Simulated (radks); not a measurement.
# Gd⁴⁺ in [Kr] 4d10 4f6.25 5s1.75 5p6: an all-electron calculation

What are the levels of the gadolinium ion Gd4+, how large are its shells, and how does its energy divide?

Method: Dirac Kohn-Sham, PBEsol, spin-unpolarised, spherical densities, finite nucleus; open shells fill j = l - 1/2 first. Code: radks (a radial shooting solver on a logarithmic mesh, Libxc functionals) version 1.

## 1. Starting point

| Item | Value |
| --- | --- |
| element | gadolinium (Z = 64) |
| charge | +4 |
| electrons | 60 |
| configuration | [Kr] 4d10 4f6.25 5s1.75 5p6 |
| nuclear rms radius | 5.1569 fm |

## 2. The calculation

Input:

```text
Z 64
configuration [Kr] 4d10 4f6.25 5s1.75 5p6 6s0 5d0
relativity Dirac
functional pbe_sol,pbe_sol
spin unpolarised
j_filling energy
nucleus finite rms 5.1569 fm
c 137.035999084
```

Started as:

```bash
$ python run_ks.py task.json out
```

The same process makes all the runs of this session.

Q: Predict the outcome of this run.

The runs gave:

```
                        quantity                   value
                    total energy     -11272.1182 hartree
exchange-correlation share of it                  2.17 %
                            −T/E                  1.0903
          highest occupied level       4f7/2, -52.065 eV
    most extended occupied level  5p3/2, <r> = 1.50 bohr
 radius at density 0.001 e/bohr³               3.10 bohr
    maxima of the radial density                       4
```

The radial density shows 4 maxima for 5 occupied principal shells; where shells overlap, one shows as a shoulder or not at all. Relativity lifts −T/E to 1.090. This is not the tabulated ground configuration, so its levels and sizes aren't those of the ground state, and no measured value stands beside it.
